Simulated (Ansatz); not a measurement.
**NaSe− (triplet): wave-function methods side by side, aug-cc-pVDZ**

An exercise on one series of results from a longer session: the logs are not shown, and one member is left open.

The runs use Ansatz 0.2.0, Gaussian basis; aug-cc-pVDZ, core rule «outside noble gas», up to 19 orbitals frozen.

The runs, in order: UHF; CCSD(T) on ROHF; CCSD(T) on UHF; BCCD(T) on ROHF; CISD; CCSDT(Q) on ROHF; CCSDT(Q) on UHF.

33 further runs of the same task are left out: 12 for a known fault of the program, 11 that didn't finish, 10 set aside as unsound or not needed.

**The system**

The geometry is a PBE0/def2-TZVPD stationary point (not a proven minimum). No spin-orbit coupling is included. The filled d shell of Se may be among the frozen orbitals whatever the setting's name suggests; the logs give the count.

2 atoms, charge -1, spin multiplicity 3.

Atoms are counted from 1 here; the program's logs count them from 0.

Bond lengths: Se1–Na2 2.781 Å.

The first run:

File in.yaml:

```yaml
crystal:
  periodic: [false, false, false]
  atoms:
    - {symbol: Se, position_ang: [0.000000, 0.000000, 0.000000]}
    - {symbol: Na, position_ang: [0.000000, 0.000000, 2.781000]}
basis:
  gaussian: {orbitals: aug-cc-pVDZ}
total_charge: -1
magnetization: {spin_polarized: true, initial_magnetization: 2}
hamiltonian: {xc: hf}
output: {orbitals: {seedname: orbitals}}
```

The run is started by

```console
ansatz run in.yaml --threads 1 --pin off --events-out ev --progress --plain --max-ram 2393MiB
```

Among the steps run: UHF; CCSD(T) on ROHF; CCSD(T) on UHF; BCCD(T) on ROHF; CISD; CCSDT(Q) on ROHF; CCSDT(Q) on UHF.

One table of the session follows, with a row left open; its other results are not shown here.

It belongs to the step «Misses and costs». 

| method | from UCCSDT(Q) (kJ/mol) |
| --- | --- |
| ROHF | +336.5 |
| UHF | +327.7 |
| RMP2 | +52.3 |
| UMP2 | +53.7 |
| CISD | +25.4 |
| RCCSD | +11.5 |
| UCCSD | +11.0 |
| RCCSD(T) | +2.5 |
| UCCSD(T) | ? |
| BCCD(T) | +2.5 |
| RCCSDT | +0.9 |
| UCCSDT | +0.6 |
| RCCSDT(Q) | +0.2 |
| UCCSDT(Q) | 0 |

**Question.** Estimate the row for UCCSD(T).

The run gave: from UCCSDT(Q) (kJ/mol): +2.2. In the column «from UCCSDT(Q) (kJ/mol)» it lies between RCCSDT (+0.9) and RCCSD(T) (+2.5).

Caveats from the session: Restricted and unrestricted rows rest on different reference determinants; where their highest levels disagree by more than a few hundredths of an eV, they describe different states and don't form one ladder.
